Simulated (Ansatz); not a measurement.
# BaFeO3: the cost of one run

Program: Ansatz 0.2.0. Level of theory: DFT LDA+U (U = 6 eV, J = 0.5 eV on Fe d), plane waves, PAW. These are calculated values, not measurements.

The COD entry's cell or inner coordinates are ideal or old and differ from later refinements, so a difference from it is no clean test against experiment.

### 1 Starting point

Symmetry: Pm-3m, No. 221, cubic system. Conventional cell: a = 4.020 Å, b = 4.020 Å, c = 4.020 Å, α = 90.00°, β = 90.00°, γ = 90.00°. Ba (site symmetry m-3m) is surrounded by 12 O at 2.84 Å. Fe (site symmetry m-3m) is surrounded by 6 O at 2.01 Å. Around O (site symmetry 4/mmm) lie 2 Fe at 2.01 Å and 4 Ba at 2.84 Å.

Structure file:

```cif
data_structure
_symmetry_space_group_name_H-M 'P 1'
_symmetry_Int_Tables_number 1
_cell_length_a 4.0200
_cell_length_b 4.0200
_cell_length_c 4.0200
_cell_angle_alpha 90.000
_cell_angle_beta 90.000
_cell_angle_gamma 90.000
_cell_volume 64.96
loop_
_atom_site_label
_atom_site_type_symbol
_atom_site_fract_x
_atom_site_fract_y
_atom_site_fract_z
_atom_site_occupancy
Ba1 Ba 0.00000 0.00000 0.00000 1
Fe1 Fe 0.50000 0.50000 0.50000 1
O1 O 0.50000 0.50000 0.00000 1
O2 O 0.00000 0.50000 0.50000 1
O3 O 0.50000 0.00000 0.50000 1
```

Magnetic order typed: ferromagnetic.

### 2 From atoms, symmetry kept, no search

input.yaml reads:

```yaml
crystal:
  lattice:
    - [4.01999983, 0.0, 0.0]
    - [0.0, 4.01999983, 0.0]
    - [0.0, 0.0, 4.01999983]
  atoms:
    - { symbol: Ba, position: [0.0, 0.0, 0.0] }
    - { symbol: Fe, position: [0.5, 0.5, 0.5], spin: 4.0 }
    - { symbol: O, position: [0.5, 0.5, 0.0] }
    - { symbol: O, position: [0.0, 0.5, 0.5] }
    - { symbol: O, position: [0.5, 0.0, 0.5] }
basis:
  ecutwfc: 420
  ecutrho_ratio: 4
kpoints:
  mp_grid: { grid: [5, 5, 5] }
hamiltonian:
  xc: lda
  hubbard: { sites: [{ site: 1, l: d, u: 6.0, j: 0.5 }] }
scf:
  occupations: { method: gaussian, width: 0.05 }
  lower_state_search: "off"
  max_iter: 150
output:
  forces: true
  stress: true
  eigenvalues: true
  populations: true
  hubbard: { sites: [{ site: 1, l: d }] }
magnetization:
  spin_polarized: true
```

On the command line:

```console
> ansatz run input.yaml --threads 4 --pin off --max-ram 6144MiB --backend cpu --events-out ev --progress --plain --runs-dir out
```

**Question.** How long does this run take on 4 threads of AMD EPYC 9R45 (Zen 5), shared host, and how much memory does it need?

About 1.1 s, with a peak of 0.46 GiB.
